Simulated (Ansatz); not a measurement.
# YTl: the cost of one run

Method: DFT PBEsol, frozen-core PAW, scalar-relativistic unless said, in Ansatz 0.2.0.

2 further runs of the same task are left out: 2 set aside as unsound or not needed.

## Step 1: Starting point

The structure is cubic, space group Pm-3m (No. 221). Conventional cell: a = 3.751 Å, b = 3.751 Å, c = 3.751 Å, α = 90.00°, β = 90.00°, γ = 90.00°. Y (site symmetry m-3m) has 8 Tl at 3.25 Å as nearest neighbours. Around Tl (site symmetry m-3m) lie 8 Y at 3.25 Å.

Coordinates:

```cif
data_structure
_symmetry_space_group_name_H-M 'Pm-3m'
_symmetry_Int_Tables_number 221
_cell_length_a 3.7510
_cell_length_b 3.7510
_cell_length_c 3.7510
_cell_angle_alpha 90.000
_cell_angle_beta 90.000
_cell_angle_gamma 90.000
_cell_volume 52.78
loop_
_atom_site_label
_atom_site_type_symbol
_atom_site_symmetry_multiplicity
_atom_site_Wyckoff_symbol
_atom_site_fract_x
_atom_site_fract_y
_atom_site_fract_z
_atom_site_occupancy
Y1 Y 1 b 0.50000 0.50000 0.50000 1
Tl1 Tl 1 a 0.00000 0.00000 0.00000 1
```

Cartesian axes are those of the input's lattice vectors. The structure goes back to a database entry.

## Step 2: Cell and atoms relaxed, PAW

The input, input.yaml:

```yaml
crystal:
  lattice:
    - [3.751, 0.0, 0.0]
    - [0.0, 3.751, 0.0]
    - [0.0, 0.0, 3.751]
  atoms:
    - { symbol: "Y", position: [0.5, 0.5, 0.5] }
    - { symbol: Tl, position: [0.0, 0.0, 0.0] }
kpoints:
  mp_grid: { grid: [12, 12, 12] }
scf:
  occupations: { method: fermi_dirac, width: 0.05 }
hamiltonian:
  xc: pbesol
  pseudopotentials: { kind: paw }
relax:
  f_tol: 0.002
  max_steps: 80
  cell: {}
output:
  forces: true
  stress: true
```

Run with:

```console
$ ansatz run input.yaml --threads 1 --pin off --max-ram 2560MiB --backend cpu --events-out ev --progress --plain --runs-dir out
```

What time and memory should one allow on 1 thread of Intel Xeon Platinum 8259CL at 2.50GHz (Skylake/Cascade Lake), shared host?

About 18 s, with a peak of 0.44 GiB.
